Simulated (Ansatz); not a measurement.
**CH3BClNSe: small, medium and large basis sets**

The task here is to estimate one member of a computed series from the others.

Method: one geometry, several basis sets; program: Ansatz 0.2.0, Gaussian basis.

Plan: PBE0-D4/def2-SVP; ωB97M-V/def2-SVP; PBE0-D4/def2-QZVPP; ωB97M-V/def2-QZVPP; the functionals' def2-TZVPP values are taken from earlier runs.

## The relaxed structure

The geometry comes from an earlier relaxation with PBE0-D4 in a triple-zeta def2 set; it is a stationary point, not always the lowest conformer.

SMILES `ClB1NC[Se]1`, 8 atoms, charge 0, spin multiplicity 1.

Atoms are counted from 1 here; the program's logs count them from 0.

Bond lengths: Cl1–B2 1.741 Å, B2–N3 1.393 Å, B2–Se5 1.967 Å, N3–C4 1.444 Å, N3–H6 1.006 Å, C4–Se5 1.985 Å, C4–H7 1.091 Å, C4–H8 1.091 Å. Angles: Cl1–B2–N3 130.0°, Cl1–B2–Se5 134.1°, N3–B2–Se5 95.9°, B2–N3–C4 102.6°, B2–N3–H6 133.7°, C4–N3–H6 123.7°, N3–C4–Se5 93.4°, N3–C4–H7 114.2°, N3–C4–H8 114.2°, Se5–C4–H7 111.2°, Se5–C4–H8 111.2°, H7–C4–H8 111.4°, B2–Se5–C4 68.1°.

The first run:

in.yaml

```yaml
crystal:
  periodic: [false, false, false]
  atoms:
    - {symbol: Cl, position_ang: [-2.377357, 1.525367, 0.577997]}
    - {symbol: B, position_ang: [-0.987025, 0.658055, -0.008979]}
    - {symbol: N, position_ang: [-0.016949, -0.057655, 0.689720]}
    - {symbol: C, position_ang: [0.848077, -0.528376, -0.366577]}
    - {symbol: Se, position_ang: [-0.229775, 0.331823, -1.794739]}
    - {symbol: H, position_ang: [0.134309, -0.255590, 1.664797]}
    - {symbol: H, position_ang: [0.862852, -1.612588, -0.483523]}
    - {symbol: H, position_ang: [1.858069, -0.118139, -0.334496]}
basis:
  gaussian: {orbitals: def2-SVP}
hamiltonian: {xc: pbe0, dispersion: d4}
output: {orbitals: {seedname: orbitals}}
```

Among the steps run: PBE0-D4 in def2-SVP; ωB97M-V in def2-SVP; PBE0-D4 in def2-QZVPP; ωB97M-V in def2-QZVPP.

One of the session's tables, all rows but one given; the rest of the session is left out.

It belongs to the step «Density functionals: the series». 

| functional | basis | HOMO (eV) | LUMO (eV) |
| --- | --- | --- | --- |
| PBE0-D4 | def2-SVP | ? | ? |
| PBE0-D4 | def2-TZVPP | -6.77 | -0.39 |
| PBE0-D4 | def2-QZVPP | -6.80 | -0.52 |
| ωB97M-V | def2-SVP | -8.74 | 2.10 |
| ωB97M-V | def2-TZVPP | -8.92 | 1.51 |
| ωB97M-V | def2-QZVPP | -8.95 | 1.12 |

Estimate the missing values for PBE0-D4, def2-SVP.

As computed: HOMO (eV): -6.62; LUMO (eV): -0.03. In the column «HOMO (eV)» it is the highest.
